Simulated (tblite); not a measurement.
# C3H11GeNOSi: the cost of one run

The runs use tblite 0.8.0 and PySCF 2.14.0, with density-fitted response routines of our own; the level of theory stands in each step. All values are computed, except where a source is named. Atoms count from 0, in the outputs and in this text.

**1. The molecule as given**

18 atoms, charge 0, multiplicity 1; geometry from: force field or distance geometry start.

Bonds of the start (Å): C0–C1 1.48, C1–O2 1.26, C1–N3 1.42, N3–Si4 1.80, Si4–C5 1.89, C5–Ge6 1.95, C0–H7 1.12, C0–H8 1.12, C0–H9 1.10, N3–H10 1.05, Si4–H11 1.49, Si4–H12 1.46, C5–H13 1.10, C5–H14 1.13, Ge6–H15 1.54, Ge6–H16 1.54, Ge6–H17 1.56.

**2. Optimising the geometry with GFN2-xTB**

Job settings and geometry (Å):

```
{"job": {"kind": "relax", "xc": "GFN2-xTB", "basis": "xTB"}, "charge": 0, "multiplicity": 1}
C     -2.859500     1.221500    -0.159700
C     -2.100400    -0.028000     0.055400
O     -2.567700    -1.043100     0.641800
N     -0.759600    -0.048400    -0.412500
Si     0.294000    -1.490600    -0.203300
C      1.953100    -1.046100    -0.985400
Ge     2.568500     0.700300    -0.371000
H     -2.984300     1.734300     0.827900
H     -2.307300     1.920300    -0.840500
H     -3.837900     1.013800    -0.622900
H     -0.359600     0.795500    -0.889300
H     -0.190200    -2.627700    -1.033800
H      0.415400    -1.930300     1.188200
H      2.717800    -1.823800    -0.858100
H      1.752800    -0.926500    -2.086500
H      3.708800     0.605200     0.667000
H      1.420100     1.558100     0.181400
H      3.127200     1.421800    -1.639900
```

On the command line:

```sh
> OMP_NUM_THREADS=1 python probes_run.py task.json out
```

This one command runs all jobs of the session in turn.

**Question.** How long does this first job take on 1 thread of Arm Neoverse V1, shared host?

About 1.3 s.
